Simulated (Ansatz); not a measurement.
# H4C: the cost of one run

Method: DFT PBE, scalar-relativistic, plane waves, PAW, in Ansatz 0.2.0.

### Step 1. The structure to begin with

Symmetry: P1, No. 1, triclinic system. The conventional cell has a = 12.000 Å, b = 12.000 Å, c = 12.000 Å, α = 90.00°, β = 90.00°, γ = 90.00°. C (site symmetry 1) has 4 H at 1.09 Å as nearest neighbours. H (site symmetry 1) has 1 C at 1.09 Å as nearest neighbours.

As a file:

```
C H
1.0
    12.00000    0.00000    0.00000
     0.00000   12.00000    0.00000
     0.00000    0.00000   12.00000
C H
1 4
Direct
  0.49851 0.49759 0.49601
  0.44324 0.45515 0.43746
  0.55676 0.43748 0.53175
  0.44909 0.53521 0.56254
  0.54494 0.56252 0.45227
```

### Step 2. Relaxing the atoms: H4C in a box, no spin

input.yaml reads:

```yaml
crystal:
  lattice:
    - [12.0, 0.0, 0.0]
    - [0.0, 12.0, 0.0]
    - [0.0, 0.0, 12.0]
  atoms:
    - { symbol: C, position: [0.4985081112, 0.4975892635, 0.4960071125] }
    - { symbol: H, position: [0.4432397683, 0.4551462926, 0.4374577421] }
    - { symbol: H, position: [0.5567602317, 0.4374821646, 0.5317541602] }
    - { symbol: H, position: [0.4490943326, 0.5352107621, 0.5625422579] }
    - { symbol: H, position: [0.5449381129, 0.5625178354, 0.452274289] }
  symmetry: { tolerance: 0.001 }
scf:
  occupations: { method: fixed }
output:
  forces: true
  stress: false
hamiltonian:
  xc: pbe
kpoints:
  mp_grid: { grid: [1, 1, 1] }
relax:
  f_tol: 0.005
```

Run with:

```console
> ansatz run input.yaml --threads 8 --pin off --max-ram 16384MiB --backend cpu --events-out ev --progress --plain --runs-dir out
```

Q: Estimate wall time and peak memory on 8 threads of Intel Xeon 6975P-C (Granite Rapids), shared host.

About 2.1 s, with a peak of 0.84 GiB.
